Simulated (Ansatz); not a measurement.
# Ni (Nickel): the cost of one run

Method: DFT LDA, frozen-core PAW, scalar-relativistic unless said, in Ansatz 0.2.0.

2 further runs of the same task are left out: 2 that didn't finish.

**1. The system as given**

It takes space group Fm-3m (No. 225, cubic). Conventional cell: a = 3.524 Å, b = 3.524 Å, c = 3.524 Å, α = 90.00°, β = 90.00°, γ = 90.00°. Around Ni (site symmetry m-3m) lie 12 Ni at 2.49 Å.

Coordinates:

```
CELL_PARAMETERS angstrom
0.00000 1.76194 1.76194
1.76194 0.00000 1.76194
1.76194 1.76194 0.00000
ATOMIC_POSITIONS crystal
Ni 0.00000 0.00000 0.00000
```

Cartesian axes are those of the input's lattice vectors. The structure goes back to a database entry.

**2. Cell and atoms relaxed, PAW**

The input, input.yaml:

```yaml
crystal:
  lattice:
    - [0.0, 1.761935, 1.761935]
    - [1.761935, 0.0, 1.761935]
    - [1.761935, 1.761935, 0.0]
  atoms:
    - { symbol: Ni, position: [0.0, 0.0, 0.0], spin: 1.5 }
magnetization:
  spin_polarized: true
kpoints:
  mp_grid: { grid: [24, 24, 24] }
scf:
  occupations: { method: fermi_dirac, width: 0.05 }
hamiltonian:
  xc: lda
  pseudopotentials: { kind: paw }
relax:
  f_tol: 0.002
  max_steps: 80
  cell: {}
output:
  forces: true
  stress: true
```

Run with:

```
ansatz run input.yaml --threads 2 --pin off --max-ram 6144MiB --backend cpu --events-out ev --progress --plain --runs-dir out
```

**Question.** How long does this run take on 2 threads of Intel Xeon 6975P-C (Granite Rapids), shared host, and how much memory does it need?

About 17 s, with a peak of 0.43 GiB.
